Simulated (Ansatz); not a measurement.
# CH₆NPSi: up Jacob's ladder to CCSD(T)

The task here is to estimate one member of a computed series from the others.

Program: Ansatz 0.2.0, Gaussian basis. Level of theory: functionals in def2-TZVPP, the program's frozen cores in correlated methods. These are calculated values, not measurements.

Levels to be run: LDA (SPW92), PBE-D4, revPBE-D4, BLYP-D4, r2SCAN-D4, B97M-V, PBE0-D4, B3LYP-D4, r2SCANh-D4, r2SCAN0-D4, HSE06-D4, BHLYP-D4, CAM-B3LYP-D4, LC-ωPBE, ωB97X-V, ωB97M-V, B2PLYP, PBE-QIDH; CCSD(T)/def2-SVP; CCSD(T)/def2-TZVPP; MP2/def2-QZVPP; extrapolation to the limit; RPA on PBE.

### Structure used throughout

An earlier PBE0-D4 in a triple-zeta def2 set relaxation fixed the geometry.

SMILES `C=NP[SiH3]`, 10 atoms, charge 0, spin multiplicity 1.

Atoms are counted from 1 here; the program's logs count them from 0.

Bond lengths: C1–N2 1.261 Å, C1–H5 1.099 Å, C1–H6 1.092 Å, N2–P3 1.717 Å, P3–Si4 2.265 Å, P3–H7 1.417 Å, Si4–H8 1.487 Å, Si4–H9 1.488 Å, Si4–H10 1.487 Å. Angles: N2–C1–H5 124.8°, N2–C1–H6 118.9°, H5–C1–H6 116.3°, C1–N2–P3 123.9°, N2–P3–Si4 104.4°, N2–P3–H7 97.2°, Si4–P3–H7 94.3°, P3–Si4–H8 109.9°, P3–Si4–H9 112.0°, P3–Si4–H10 107.3°, H8–Si4–H9 108.5°, H8–Si4–H10 108.9°, H9–Si4–H10 110.2°.

Geometry (Å):

```
atom    x (Å)    y (Å)    z (Å)
  C1  -0.6078   1.7763   0.4511
  N2   0.4316   1.5736  -0.2338
  P3   1.4461   0.1997  -0.0530
 Si4   0.0216  -1.5610  -0.0697
  H5  -1.0343   1.0629   1.1695
  H6  -1.1387   2.7236   0.3373
  H7   1.8022   0.0624  -1.4180
  H8  -0.6020  -1.7205   1.2705
  H9  -1.0596  -1.3929  -1.0775
 H10   0.8241  -2.7750  -0.3738
```

Set-up of the first run:

in.yaml

```yaml
crystal:
  periodic: [false, false, false]
  atoms:
    - {symbol: C, position_ang: [-0.607815, 1.776341, 0.451081]}
    - {symbol: N, position_ang: [0.431556, 1.573562, -0.233779]}
    - {symbol: P, position_ang: [1.446145, 0.199723, -0.052960]}
    - {symbol: Si, position_ang: [0.021583, -1.561031, -0.069694]}
    - {symbol: H, position_ang: [-1.034345, 1.062945, 1.169540]}
    - {symbol: H, position_ang: [-1.138697, 2.723585, 0.337326]}
    - {symbol: H, position_ang: [1.802233, 0.062359, -1.417972]}
    - {symbol: H, position_ang: [-0.602007, -1.720484, 1.270549]}
    - {symbol: H, position_ang: [-1.059556, -1.392950, -1.077542]}
    - {symbol: H, position_ang: [0.824103, -2.775050, -0.373848]}
basis:
  gaussian: {orbitals: def2-TZVPP}
hamiltonian: {xc: lda}
output: {orbitals: {seedname: orbitals}}
```

Launch:

```
$ ansatz run in.yaml --threads 2 --pin off --events-out ev --progress --plain --max-ram 4352MiB
```

Among the steps run: LDA; PBE-D4 (GGA); revPBE-D4 (GGA); BLYP-D4 (GGA); r2SCAN-D4 (meta-GGA); B97M-V (meta-GGA); B3LYP-D4 (hybrid); r2SCANh-D4 (hybrid); r2SCAN0-D4 (hybrid); HSE06-D4 (hybrid); BHLYP-D4 (hybrid); CAM-B3LYP-D4 (range-separated); LC-ωPBE (range-separated); ωB97X-V (range-separated); ωB97M-V (range-separated); B2PLYP (double hybrid); PBE-QIDH (double hybrid).

One of the session's tables, all rows but one given; the rest of the session is left out.

| functional | HOMO (eV) | gap (eV) |
| --- | --- | --- |
| LDA (SPW92) | -6.07 | 3.75 |
| PBE-D4 | -5.98 | 3.89 |
| revPBE-D4 | -5.94 | 3.93 |
| BLYP-D4 | -5.86 | 3.91 |
| r2SCAN-D4 | -6.21 | 4.30 |
| B97M-V | -6.33 | 4.45 |
| PBE0-D4 | -7.06 | 6.00 |
| B3LYP-D4 | -6.86 | 5.58 |
| r2SCANh-D4 | -6.60 | 5.08 |
| r2SCAN0-D4 | -7.18 | 6.22 |
| HSE06-D4 | ? | ? |
| BHLYP-D4 | -7.94 | 8.03 |
| CAM-B3LYP-D4 | -8.28 | 8.40 |
| LC-ωPBE | -9.58 | 10.88 |
| ωB97X-V | -9.24 | 10.45 |
| ωB97M-V | -9.10 | 10.18 |

Q: Estimate the row for HSE06-D4 from the others.

As computed: HOMO (eV): -6.66; gap (eV): 5.22. In the column «HOMO (eV)» it lies between B3LYP-D4 (-6.86) and r2SCANh-D4 (-6.60).
